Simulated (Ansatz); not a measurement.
Crystal: InSe2.

```xyz
6
Lattice="3.8949 0.0000 0.0000 0.0000 3.8949 0.0000 0.0000 0.0000 9.6262" Properties=species:S:1:pos:R:3 pbc="T T T"
In    1.9474    0.0000    2.8256
In    0.0000    1.9474    6.8006
Se    1.9474    1.9474    0.0000
Se    0.0000    0.0000    0.0000
Se    1.9474    0.0000    6.1010
Se    0.0000    1.9474    3.5252
```

The cell comes from a database or a generator and needn't be the stable form of this composition.

```yaml
Program: Ansatz 0.2.0
Task: single point
Functional: PBE
Potentials_or_basis: Ansatz PAW
Cutoff: "420 eV (not typed: the program's choice for these potentials)"
k_mesh: 7 × 7 × 3
Occupations: fermi-dirac, width 0.05 eV
Spin: no spin polarisation
```

On this cell: pressure -0.1 GPa; largest force 0.092 eV/Å; band gap on the k mesh none (metal or under the smearing width).

The same run follows on a disturbed copy (atoms moved at random, drawn with an rms of 0.05 Å):

```
In Se
1.0
     3.89489    0.00000    0.00000
     0.00000    3.89489    0.00000
     0.00000    0.00000    9.62623
In Se
2 4
Direct
  0.49272 0.01000 0.29212
  0.99401 0.50633 0.70505
  0.49203 0.50503 0.99834
  0.00540 0.99431 0.99940
  0.50056 0.01087 0.63587
  0.00047 0.49954 0.36723
```

Problem. What changes?

Solution. The energy (extrapolated to zero smearing) moves by +2.0 meV/atom; pressure 0.0 GPa; largest force 0.217 eV/Å; band gap on the k mesh none (metal or under the smearing width).

Forces in eV/Å, atoms in the order of the input:
```
In   0.069 -0.081  0.095
In   0.052  0.050 -0.078
Se   0.166 -0.135  0.032
Se  -0.153  0.121  0.042
Se  -0.066 -0.081 -0.019
Se  -0.069  0.126 -0.072
```

Stress tensor (GPa, compression positive):
```
-0.43 -0.07  0.04
-0.07 -0.36  0.12
 0.04  0.12  0.71
```
